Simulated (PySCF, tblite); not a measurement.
# C₆H₁₁BSSi: geometry, infrared bands and NMR shifts

Wanted: the infrared bands and NMR shifts of C₆H₁₁BSSi (`B[C@@]12[C@H]3[C@H](S[SiH3])[C@@H]1C[C@H]32`), by calculation.

Computed with tblite 0.8.0 and PySCF 2.14.0, with density-fitted response routines of our own, on a single molecule in the gas phase. Atoms count from 0, in the outputs and in this text.

## 1. The molecule as given

20 atoms, charge 0, multiplicity 1; geometry from: force field or distance geometry start.

Bonds of the start (Å): B0–C1 1.47, C1–C2 1.46, C2–C3 1.52, C3–S4 1.82, S4–Si5 2.14, C3–C6 1.50, C6–C7 1.50, C7–C8 1.53, C6–C1 1.49, C8–C1 1.49, C8–C2 1.49, B0–H9 1.19, B0–H10 1.20, C2–H11 1.08, C3–H12 1.09, Si5–H13 1.48, Si5–H14 1.47, Si5–H15 1.49, C6–H16 1.08, C7–H17 1.10, C7–H18 1.12, C8–H19 1.07.

## 2. Relaxing the molecule with GFN2-xTB

What the job is given:

```
{"job": {"kind": "relax", "xc": "GFN2-xTB", "basis": "xTB"}, "charge": 0, "multiplicity": 1}
B     -2.450300     1.391800    -0.923400
C     -1.477100     0.424300    -0.391000
C     -1.034100    -0.921300    -0.746500
C      0.373100    -0.341500    -0.793500
S      1.592500    -1.503700    -0.110400
Si     3.577300    -0.714900    -0.125700
C     -0.132900     0.647400     0.220500
C     -0.718400     0.113300     1.494900
C     -1.652800    -0.690100     0.584400
H     -2.221500     2.062900    -1.876600
H     -3.288500     1.895300    -0.223900
H     -1.431100    -1.558300    -1.522300
H      0.570400     0.040700    -1.790700
H      4.315000    -1.344000    -1.244700
H      3.582800     0.757800    -0.205400
H      4.219500    -1.179200     1.140400
H      0.193200     1.673900     0.172400
H     -0.107900    -0.560100     2.107500
H     -1.316000     0.883700     2.049100
H     -2.598300    -1.067400     0.928300
```

Command:

```
> OMP_NUM_THREADS=1 python probes_run.py task.json out
```

This one command runs all jobs of the session in turn.

**Question.** This job is followed by: GFN2-xTB harmonic vibrations, gas phase; GIAO PBE0/pcSseg-1 NMR shielding, non-relativistic, gas phase. Predict these results of the whole session: strongest single infrared mode (GFN2-xTB); zero-point energy (GFN2-xTB); 13C shifts against TMS (PBE0/pcSseg-1); 1H shifts against TMS (PBE0/pcSseg-1, means over atoms taken as alike); 11B shifts against BF3·OEt2 (PBE0/pcSseg-1); 33S shifts against CS2 (PBE0/pcSseg-1); 29Si shifts against TMS (PBE0/pcSseg-1); surface potential, 1st and 99th percentile.

The runs gave:

```
                                                              quantity                                               value
                             strongest single infrared mode (GFN2-xTB)                               2286 cm⁻¹, 305 km/mol
                                          zero-point energy (GFN2-xTB)                                       92.6 kcal/mol
                                13C shifts against TMS (PBE0/pcSseg-1)              57.9, 51.4, 51.0, 47.8, 45.9, 34.2 ppm
1H shifts against TMS (PBE0/pcSseg-1, means over atoms taken as alike)  7.02, 4.41, 3.98, 3.15, 2.93, 2.77, 2.48, 2.47 ppm
                           11B shifts against BF3·OEt2 (PBE0/pcSseg-1)                                            73.5 ppm
                                33S shifts against CS2 (PBE0/pcSseg-1)                                            -166 ppm
                               29Si shifts against TMS (PBE0/pcSseg-1)                                           -62.7 ppm
                                 surface potential, 1st and 99th percentile                                  -0.95 V and 1.16 V
```

In words: Relaxing lowered the energy by 1.614 eV in 192 steps; the close pair that moved most is C1–C2, from 1.461 to 1.543 Å. No mode is imaginary among the 54: a minimum at this level. The strongest single mode, at 2286 cm⁻¹, moves mainly H14 and H13. GFN2-xTB is a fitted tight-binding method: band positions and strengths are rough. Its intensities can rank the bands wrongly. At PBE0/pcSseg-1: Shielding is most anisotropic at S4 (span 384 ppm, paramagnetic term -388 ppm). By nearest atom (PBE0/pcSseg-1), the HOMO sits on S4 71 % and the LUMO on B0 45 %; H9, H10 about 13 % each.
